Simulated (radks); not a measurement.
**Numerical settings for Xe**

How sensitive is the result for neutral xenon to mesh, mixing and thresholds? A default run comes first. The defaults are a mesh step of 0.008 in ln r, a mesh end at 40 bohr or more, Anderson mixing 0.5 over 9 steps and a tight residual threshold, with the energy settled to 1e-9 hartree as well; every run has a cap on iterations.

Method: Dirac Kohn-Sham, LDA (Slater exchange, Perdew-Wang correlation), spin-unpolarised, spherical densities, point nucleus. Code: radks (a radial shooting solver on a logarithmic mesh, Libxc functionals) version 1.

### 1 The atom as given

* element: xenon (Z = 54)
* charge: 0
* electrons: 54
* configuration: [Xe]

The outer shells:

Xe
```
[Kr] core
4d [↑↓][↑↓][↑↓][↑↓][↑↓]
5s [↑↓]
5p [↑↓][↑↓][↑↓]
```

### 2 Default settings

Settings of this run:

```text
Z 54
configuration [Xe]
relativity Dirac
functional lda,pw
spin unpolarised
j_filling energy
nucleus point
c 137.035999084
max_iterations 71
```

On the command line:

```console
$ python run_ks.py task.json out
```

All runs below come from this command, one after another.

### 3 Mesh step in ln r 0.12

Changes since step 2:

```diff
@@ -8,2 +8,3 @@
 c 137.035999084
+mesh_step 0.12
 max_iterations 71
```

### 4 Mesh step in ln r 0.02

Changes since step 3:

```diff
@@ -8,3 +8,3 @@
 c 137.035999084
-mesh_step 0.12
+mesh_step 0.02
 max_iterations 71
```

### 5 Mesh step in ln r 0.08

Changes since step 4:

```diff
@@ -8,3 +8,3 @@
 c 137.035999084
-mesh_step 0.02
+mesh_step 0.08
 max_iterations 71
```

### 6 Mesh end (bohr) 8

Changes since step 5:

```diff
@@ -8,3 +8,3 @@
 c 137.035999084
-mesh_step 0.08
+mesh_end 8
 max_iterations 71
```

### 7 Mesh end (bohr) 12

Changes since step 6:

```diff
@@ -8,3 +8,3 @@
 c 137.035999084
-mesh_end 8
+mesh_end 12
 max_iterations 71
```

### 8 Residual threshold 1e-05

Changes since step 7:

```diff
@@ -8,3 +8,3 @@
 c 137.035999084
-mesh_end 12
+threshold 1e-05
 max_iterations 71
```

### 9 Residual threshold 0.1

Changes since step 8:

```diff
@@ -8,3 +8,3 @@
 c 137.035999084
-threshold 1e-05
+threshold 0.1
 max_iterations 71
```

### 10 Mixing 1.5

Changes since step 9:

```diff
@@ -8,3 +8,3 @@
 c 137.035999084
-threshold 0.1
+mixing 1.5
 max_iterations 71
```

### 11 Mixing history 1, mixing 0.2

Changes since step 10:

```diff
@@ -8,3 +8,4 @@
 c 137.035999084
-mixing 1.5
+history 1
+mixing 0.2
 max_iterations 71
```

### 12 Mixing history 1, mixing 0.8

Changes since step 11:

```diff
@@ -9,3 +9,3 @@
 history 1
-mixing 0.2
+mixing 0.8
 max_iterations 71
```

### 13 Mixing history 3

Changes since step 12:

```diff
@@ -8,4 +8,3 @@
 c 137.035999084
-history 1
-mixing 0.8
+history 3
 max_iterations 71
```

### 14 Iteration cap 8

Changes since step 13:

```diff
@@ -8,3 +8,2 @@
 c 137.035999084
-history 3
-max_iterations 71
+max_iterations 8
```

Q: Predict the outcome of this session. Wanted: for each run, setting; iterations; converged; change of E.

The runs gave:

```csv
setting,mesh points,iterations,converged,change of E (mhartree),time
Default settings,2725,13,yes,0,-
mesh step in ln r 0.12,182,2,no,-,0.04 s
mesh step in ln r 0.02,1090,13,yes,+0.0002258,0.08 s
mesh step in ln r 0.08,273,5,no,-,0.03 s
mesh end (bohr) 8,2275,13,yes,+0.7939,0.16 s
mesh end (bohr) 12,2326,13,yes,+0.001544,0.17 s
residual threshold 1e-05,2725,9,yes,0,0.14 s
residual threshold 0.1,2725,8,yes,0,0.13 s
mixing 1.5,2725,14,yes,0,0.19 s
"mixing history 1, mixing 0.2",2725,71,no,-,0.63 s
"mixing history 1, mixing 0.8",2725,48,yes,0,0.47 s
mixing history 3,2725,16,yes,0,0.2 s
iteration cap 8,2725,8,no,-,0.11 s
```

What this shows: A zero stands for a change under the printed digits. No run that converges misses the default energy by more than 1 mhartree. Not converged or rejected: mesh step in ln r 0.12; mesh step in ln r 0.08; mixing history 1, mixing 0.2; iteration cap 8.
